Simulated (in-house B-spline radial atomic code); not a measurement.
**Zr: binding energies from hole states**

Aim: binding energies of the shells of Zr, from runs with electrons taken out, set against the orbital energies of the parent.

Method: Dirac-Coulomb PBE, spherical fractional occupations, Fermi nucleus, basis-set limit. Code: in-house B-spline radial atomic code version 1.

**1. What is computed**

* element: zirconium (Z = 40)
* charge: 0
* electrons: 40
* configuration: [Kr] 4d2 5s2
* Hamiltonian: Dirac-Coulomb
* nucleus: Fermi, rms radius 4.269 fm

The outer shells:

[Kr] 4d2 5s2
```
[Kr] core
4d [↑ ][↑ ][  ][  ][  ]
5s [↑↓]
```

The boxes only draw the filling; these runs are spin-restricted and spherical.

Settings, as recorded:

```ini
Z = 40
electrons = 40.0
configuration = [Kr] 4d2 5s2
hamiltonian = dirac
method = pbe,pbe
spin_polarised = False
nucleus = fermi
rms_radius = 4.2694
mass_number = 90
atomic_mass = 89.904698755
speed_of_light = 137.035999084
```

The reference is known from an earlier run: -3598.914125 hartree in all. Up to eight levels, counted from the top:

```tsv
orbital	occupation	energy (eV)	<r> (bohr)
3d3/2	4	-176.09	0.4505
3d5/2	6	-173.59	0.4540
4s1/2	2	-54.479	1.213
4p1/2	2	-33.659	1.348
4p3/2	4	-31.885	1.379
5s1/2	2	-4.439	3.728
4d3/2	0.8	-3.677	2.281
4d5/2	1.2	-3.548	2.310
```

**2. The 3d3/2 hole**

In configurations, a minus sign after the shell means j = l − 1/2 and a plus sign j = l + 1/2; the count of electrons follows.

The settings differ from step 1 so:

```diff
@@ -1,4 +1,4 @@
 Z = 40
-electrons = 40.0
-configuration = [Kr] 4d2 5s2
+electrons = 39.0
+configuration = 1s2 2s2 2p6 3s2 3p6 3d-3 3d+6 4s2 4p6 4d2 5s2
 hamiltonian = dirac
```

Main fields of the result record, rounded:

```text
{
  "status": "converged",
  "iterations": 10,
  "energy [hartree]": {"total": -3591.89511097, "kinetic": 3712.26990943, "nuclear": -8633.85819898, "coulomb": 1442.39183623, "xc": -112.698657643},
  "breit [hartree]": {"gaunt": 2.274845, "retardation": -0.2240473, "frequency_dependence": -0.01272904},
  "qed [hartree]": {"self_energy": 1.528958, "uehling": -0.1689938, "wichmann_kroll": 0.00232689},
  "recoil [hartree]": 0.01560619,
  "total_with_corrections [hartree]": -3588.47914539,
  "orbitals [hartree, bohr; first row names the columns]": [
    ["name", "occ", "eps", "<r>"],
    ["1s1/2", 2.0, -656.07462, 0.037067],
    ["2s1/2", 2.0, -92.087124, 0.16226],
    ["2p1/2", 2.0, -84.411847, 0.13864],
    ["2p3/2", 4.0, -81.256925, 0.14301],
    ["3s1/2", 2.0, -15.963328, 0.45451],
    ["3p1/2", 2.0, -13.110293, 0.45012],
    ["3p3/2", 4.0, -12.595721, 0.46022],
    ["3d3/2", 3.0, -7.5904157, 0.44091],
    ["3d5/2", 6.0, -7.4948364, 0.44424],
    ["4s1/2", 2.0, -2.5489415, 1.171],
    ["4p1/2", 2.0, -1.7463978, 1.2824],
    ["4p3/2", 4.0, -1.6726611, 1.3103],
    ["4d3/2", 0.8, -0.52076081, 1.8321],
    ["4d5/2", 1.2, -0.51347989, 1.8473],
    ["5s1/2", 2.0, -0.42170603, 3.1908]
  ],
  "sum_r [bohr^k]": {"-1": 215.8475, "1": 29.0984, "2": 50.06177},
  "energy_minus_base [hartree]": 7.0190137,
  "energy_minus_base_with_corrections [hartree]": 7.01747299
}
```

Wall time 1.2 s (1 thread, shared host).

energy_minus_base is the energy less that of the reference run.

**3. The 3d5/2 hole**

The settings differ from step 2 so:

```diff
@@ -2,3 +2,3 @@
 electrons = 39.0
-configuration = 1s2 2s2 2p6 3s2 3p6 3d-3 3d+6 4s2 4p6 4d2 5s2
+configuration = 1s2 2s2 2p6 3s2 3p6 3d-4 3d+5 4s2 4p6 4d2 5s2
 hamiltonian = dirac
```

Main fields:

```text
{
  "status": "converged",
  "iterations": 10,
  "energy [hartree]": {"total": -3591.99066051, "kinetic": 3712.5551977, "nuclear": -8634.42101704, "coulomb": 1442.58522504, "xc": -112.710066208},
  "breit [hartree]": {"gaunt": 2.278497, "retardation": -0.2240502, "frequency_dependence": -0.01269846},
  "qed [hartree]": {"self_energy": 1.528657, "uehling": -0.1689923, "wichmann_kroll": 0.00232687},
  "recoil [hartree]": 0.01560544,
  "total_with_corrections [hartree]": -3588.5713155,
  "orbitals [hartree, bohr; first row names the columns]": [
    ["name", "occ", "eps", "<r>"],
    ["1s1/2", 2.0, -656.06021, 0.037067],
    ["2s1/2", 2.0, -92.075461, 0.16226],
    ["2p1/2", 2.0, -84.39932, 0.13864],
    ["2p3/2", 4.0, -81.244542, 0.14302],
    ["3s1/2", 2.0, -15.960031, 0.45455],
    ["3p1/2", 2.0, -13.106829, 0.45017],
    ["3p3/2", 4.0, -12.592409, 0.46028],
    ["3d3/2", 4.0, -7.5865208, 0.44101],
    ["3d5/2", 5.0, -7.491001, 0.44434],
    ["4s1/2", 2.0, -2.5487557, 1.1711],
    ["4p1/2", 2.0, -1.7462464, 1.2825],
    ["4p3/2", 4.0, -1.6725218, 1.3104],
    ["4d3/2", 0.8, -0.52070035, 1.8323],
    ["4d5/2", 1.2, -0.51342138, 1.8475],
    ["5s1/2", 2.0, -0.4216964, 3.1909]
  ],
  "sum_r [bohr^k]": {"-1": 215.8615, "1": 29.098, "2": 50.06589},
  "energy_minus_base [hartree]": 6.92346416,
  "energy_minus_base_with_corrections [hartree]": 6.92530288
}
```

Wall time 1.2 s (1 thread, shared host).

**4. The 4s hole**

The settings differ from step 3 so:

```diff
@@ -2,3 +2,3 @@
 electrons = 39.0
-configuration = 1s2 2s2 2p6 3s2 3p6 3d-4 3d+5 4s2 4p6 4d2 5s2
+configuration = 1s2 2s2 2p6 3s2 3p6 3d10 4s1 4p6 4d2 5s2
 hamiltonian = dirac
```

Main fields:

```text
{
  "status": "converged",
  "iterations": 10,
  "energy [hartree]": {"total": -3596.69027483, "kinetic": 3716.73643057, "nuclear": -8661.10300063, "coulomb": 1461.23538994, "xc": -113.559094711},
  "breit [hartree]": {"gaunt": 2.276671, "retardation": -0.2240229, "frequency_dependence": -0.01268086},
  "qed [hartree]": {"self_energy": 1.52575, "uehling": -0.1686967, "wichmann_kroll": 0.002322818},
  "recoil [hartree]": 0.01557033,
  "total_with_corrections [hartree]": -3593.27536204,
  "orbitals [hartree, bohr; first row names the columns]": [
    ["name", "occ", "eps", "<r>"],
    ["1s1/2", 2.0, -655.32468, 0.037065],
    ["2s1/2", 2.0, -91.258017, 0.16229],
    ["2p1/2", 2.0, -83.585222, 0.13866],
    ["2p3/2", 4.0, -80.429653, 0.14303],
    ["3s1/2", 2.0, -15.409587, 0.4581],
    ["3p1/2", 2.0, -12.552486, 0.4547],
    ["3p3/2", 4.0, -12.049719, 0.46512],
    ["3d3/2", 4.0, -7.0129022, 0.44985],
    ["3d5/2", 6.0, -6.920979, 0.45337],
    ["4s1/2", 1.0, -2.4607102, 1.1955],
    ["4p1/2", 2.0, -1.6786638, 1.3155],
    ["4p3/2", 4.0, -1.6095351, 1.344],
    ["4d3/2", 0.8, -0.49947145, 1.9073],
    ["4d5/2", 1.2, -0.49287923, 1.9226],
    ["5s1/2", 2.0, -0.41909445, 3.219]
  ],
  "sum_r [bohr^k]": {"-1": 216.5286, "1": 28.9273, "2": 50.62253},
  "energy_minus_base [hartree]": 2.22384984,
  "energy_minus_base_with_corrections [hartree]": 2.22125634
}
```

Wall time 1.2 s (1 thread, shared host).

**5. The 4p1/2 hole**

The settings differ from step 4 so:

```diff
@@ -2,3 +2,3 @@
 electrons = 39.0
-configuration = 1s2 2s2 2p6 3s2 3p6 3d10 4s1 4p6 4d2 5s2
+configuration = 1s2 2s2 2p6 3s2 3p6 3d10 4s2 4p-1 4p+4 4d2 5s2
 hamiltonian = dirac
```

Main fields:

```text
{
  "status": "converged",
  "iterations": 10,
  "energy [hartree]": {"total": -3597.47115545, "kinetic": 3717.58185757, "nuclear": -8663.89365818, "coulomb": 1462.44651825, "xc": -113.605873086},
  "breit [hartree]": {"gaunt": 2.275391, "retardation": -0.2237461, "frequency_dependence": -0.01266993},
  "qed [hartree]": {"self_energy": 1.527904, "uehling": -0.1689118, "wichmann_kroll": 0.002325749},
  "recoil [hartree]": 0.01558657,
  "total_with_corrections [hartree]": -3594.05527569,
  "orbitals [hartree, bohr; first row names the columns]": [
    ["name", "occ", "eps", "<r>"],
    ["1s1/2", 2.0, -655.28796, 0.037065],
    ["2s1/2", 2.0, -91.220024, 0.16229],
    ["2p1/2", 2.0, -83.548233, 0.13865],
    ["2p3/2", 4.0, -80.392544, 0.14303],
    ["3s1/2", 2.0, -15.370318, 0.45814],
    ["3p1/2", 2.0, -12.513421, 0.45477],
    ["3p3/2", 4.0, -12.010772, 0.4652],
    ["3d3/2", 4.0, -6.9741239, 0.45003],
    ["3d5/2", 6.0, -6.8822407, 0.45356],
    ["4s1/2", 2.0, -2.4430632, 1.198],
    ["4p1/2", 1.0, -1.6633569, 1.3195],
    ["4p3/2", 4.0, -1.5947813, 1.3481],
    ["4d3/2", 0.8, -0.49166921, 1.9248],
    ["4d5/2", 1.2, -0.48522423, 1.9404],
    ["5s1/2", 2.0, -0.41844436, 3.2272]
  ],
  "sum_r [bohr^k]": {"-1": 216.5983, "1": 28.88709, "2": 50.62649},
  "energy_minus_base [hartree]": 1.44296922,
  "energy_minus_base_with_corrections [hartree]": 1.44134269
}
```

Run time: 1.2 s. Hardware: 1 thread, shared host.

**6. The 4p3/2 hole**

The settings differ from step 5 so:

```diff
@@ -2,3 +2,3 @@
 electrons = 39.0
-configuration = 1s2 2s2 2p6 3s2 3p6 3d10 4s2 4p-1 4p+4 4d2 5s2
+configuration = 1s2 2s2 2p6 3s2 3p6 3d10 4s2 4p-2 4p+3 4d2 5s2
 hamiltonian = dirac
```

Main fields:

```text
{
  "status": "converged",
  "iterations": 10,
  "energy [hartree]": {"total": -3597.53966574, "kinetic": 3717.79480602, "nuclear": -8664.46238243, "coulomb": 1462.74203541, "xc": -113.614124744},
  "breit [hartree]": {"gaunt": 2.276522, "retardation": -0.223746, "frequency_dependence": -0.01261132},
  "qed [hartree]": {"self_energy": 1.527758, "uehling": -0.1689141, "wichmann_kroll": 0.002325785},
  "recoil [hartree]": 0.01558507,
  "total_with_corrections [hartree]": -3594.12274689,
  "orbitals [hartree, bohr; first row names the columns]": [
    ["name", "occ", "eps", "<r>"],
    ["1s1/2", 2.0, -655.27561, 0.037065],
    ["2s1/2", 2.0, -91.210286, 0.16229],
    ["2p1/2", 2.0, -83.53837, 0.13866],
    ["2p3/2", 4.0, -80.382727, 0.14303],
    ["3s1/2", 2.0, -15.361363, 0.45816],
    ["3p1/2", 2.0, -12.504501, 0.45478],
    ["3p3/2", 4.0, -12.001882, 0.46522],
    ["3d3/2", 4.0, -6.9653449, 0.45007],
    ["3d5/2", 6.0, -6.8734734, 0.4536],
    ["4s1/2", 2.0, -2.4388565, 1.1986],
    ["4p1/2", 2.0, -1.6597087, 1.3204],
    ["4p3/2", 3.0, -1.5912638, 1.3492],
    ["4d3/2", 0.8, -0.48983099, 1.929],
    ["4d5/2", 1.2, -0.48342119, 1.9446],
    ["5s1/2", 2.0, -0.41827269, 3.2292]
  ],
  "sum_r [bohr^k]": {"-1": 216.6126, "1": 28.87758, "2": 50.62723},
  "energy_minus_base [hartree]": 1.37445893,
  "energy_minus_base_with_corrections [hartree]": 1.37387149
}
```

Wall time 1.2 s (1 thread, shared host).

**7. The 4d hole**

The settings differ from step 6 so:

```diff
@@ -2,3 +2,3 @@
 electrons = 39.0
-configuration = 1s2 2s2 2p6 3s2 3p6 3d10 4s2 4p-2 4p+3 4d2 5s2
+configuration = 1s2 2s2 2p6 3s2 3p6 3d10 4s2 4p6 4d1 5s2
 hamiltonian = dirac
```

Main fields:

```text
{
  "status": "converged",
  "iterations": 9,
  "energy [hartree]": {"total": -3598.63253159, "kinetic": 3718.88573494, "nuclear": -8670.68809915, "coulomb": 1466.942957, "xc": -113.773124388},
  "breit [hartree]": {"gaunt": 2.277979, "retardation": -0.2240444, "frequency_dependence": -0.01265896},
  "qed [hartree]": {"self_energy": 1.527727, "uehling": -0.1688991, "wichmann_kroll": 0.002325583},
  "recoil [hartree]": 0.01558873,
  "total_with_corrections [hartree]": -3595.21451411,
  "orbitals [hartree, bohr; first row names the columns]": [
    ["name", "occ", "eps", "<r>"],
    ["1s1/2", 2.0, -655.12246, 0.037065],
    ["2s1/2", 2.0, -91.08207, 0.16229],
    ["2p1/2", 2.0, -83.407141, 0.13866],
    ["2p3/2", 4.0, -80.252073, 0.14304],
    ["3s1/2", 2.0, -15.238858, 0.45825],
    ["3p1/2", 2.0, -12.381942, 0.45492],
    ["3p3/2", 4.0, -11.879578, 0.46538],
    ["3d3/2", 4.0, -6.8443005, 0.4504],
    ["3d5/2", 6.0, -6.752516, 0.45394],
    ["4s1/2", 2.0, -2.3622212, 1.2065],
    ["4p1/2", 2.0, -1.5906666, 1.3338],
    ["4p3/2", 4.0, -1.5240067, 1.3633],
    ["4d3/2", 0.4, -0.44773226, 2.0057],
    ["4d5/2", 0.6, -0.44187559, 2.0228],
    ["5s1/2", 2.0, -0.40590916, 3.2973]
  ],
  "sum_r [bohr^k]": {"-1": 216.7682, "1": 28.60578, "2": 49.9232},
  "energy_minus_base [hartree]": 0.281593077,
  "energy_minus_base_with_corrections [hartree]": 0.282104263
}
```

Run time: 1.1 s. Hardware: 1 thread, shared host.

**8. The 5s hole**

The settings differ from step 7 so:

```diff
@@ -2,3 +2,3 @@
 electrons = 39.0
-configuration = 1s2 2s2 2p6 3s2 3p6 3d10 4s2 4p6 4d1 5s2
+configuration = 1s2 2s2 2p6 3s2 3p6 3d10 4s2 4p6 4d2 5s1
 hamiltonian = dirac
```

Main fields:

```text
{
  "status": "converged",
  "iterations": 9,
  "energy [hartree]": {"total": -3598.65182667, "kinetic": 3718.84797269, "nuclear": -8675.18476508, "coulomb": 1471.6086428, "xc": -113.923677082},
  "breit [hartree]": {"gaunt": 2.277488, "retardation": -0.223999, "frequency_dependence": -0.01265637},
  "qed [hartree]": {"self_energy": 1.527376, "uehling": -0.1688645, "wichmann_kroll": 0.00232511},
  "recoil [hartree]": 0.0155843,
  "total_with_corrections [hartree]": -3595.23457381,
  "orbitals [hartree, bohr; first row names the columns]": [
    ["name", "occ", "eps", "<r>"],
    ["1s1/2", 2.0, -655.00233, 0.037065],
    ["2s1/2", 2.0, -90.951945, 0.16229],
    ["2p1/2", 2.0, -83.27784, 0.13866],
    ["2p3/2", 4.0, -80.122592, 0.14304],
    ["3s1/2", 2.0, -15.112019, 0.45826],
    ["3p1/2", 2.0, -12.255027, 0.45494],
    ["3p3/2", 4.0, -11.752728, 0.46539],
    ["3d3/2", 4.0, -6.7166016, 0.45046],
    ["3d5/2", 6.0, -6.6248469, 0.454],
    ["4s1/2", 2.0, -2.2473299, 1.2132],
    ["4p1/2", 2.0, -1.4823572, 1.3471],
    ["4p3/2", 4.0, -1.4171968, 1.3779],
    ["4d3/2", 0.8, -0.36995771, 2.1248],
    ["4d5/2", 1.2, -0.36476879, 2.145],
    ["5s1/2", 1.0, -0.36540976, 3.4282]
  ],
  "sum_r [bohr^k]": {"-1": 216.8806, "1": 27.79618, "2": 45.25955},
  "energy_minus_base [hartree]": 0.262297999,
  "energy_minus_base_with_corrections [hartree]": 0.262044571
}
```

It took 1.1 s on 1 thread, shared host.

Radial density 4πr²n(r) and radial functions P(r) = rR(r):

```tsv
r (bohr)	4πr²n	4d5/2	5s1/2
0.00345	6.169	0.0000	0.0298
0.00530	12.10	0.0000	0.0415
0.00814	21.91	0.0002	0.0551
0.0125	35.21	0.0006	0.0675
0.0192	47.39	0.0019	0.0718
0.0295	50.15	0.0060	0.0555
0.0453	43.62	0.0178	0.0061
0.0696	46.76	0.0479	-0.0706
0.107	61.00	0.1125	-0.1205
0.164	49.79	0.2152	-0.0540
0.252	37.55	0.3073	0.1207
0.387	45.42	0.2622	0.1702
0.595	22.58	-0.0184	-0.0809
0.914	9.531	-0.4315	-0.3036
1.40	7.537	-0.6952	-0.0498
2.16	2.335	-0.6326	0.4602
3.31	0.7010	-0.3756	0.6062
5.09	0.1353	-0.1297	0.3196
7.81	0.004716	-0.0198	0.0629
12.0	1.052e-05	-0.0008	0.0030
```

On the record's full grid the radial density has clear maxima near r = 0.024, 0.11, 0.39 bohr.

**9. Results**

| hole | ΔSCF (eV) | with Breit, QED, recoil (eV) | −ε of the parent (eV) | −ε less ΔSCF (eV) |
| --- | --- | --- | --- | --- |
| 3d3/2 | 191.00 | 190.96 | 176.09 | -14.91 |
| 3d5/2 | 188.40 | 188.45 | 173.59 | -14.80 |
| 4s | 60.514 | 60.443 | 54.479 | -6.03 |
| 4p1/2 | 39.265 | 39.221 | 33.659 | -5.61 |
| 4p3/2 | 37.401 | 37.385 | 31.885 | -5.52 |
| 4d | 7.663 | 7.676 | - | - |
| 5s | 7.137 | 7.131 | 4.439 | -2.70 |

What this shows: With PBE the orbital energies fall short of the binding energies, by 14.9 eV for 3d3/2: an electron's repulsion with itself pushes the levels up, so −ε is no binding energy here. The spin-orbit splitting of the 3d hole is 2.51 eV with those corrections. A dash stands where an open shell is averaged over j, so that no single parent level belongs to the hole. Values are for the free atom, measured from the vacuum level.
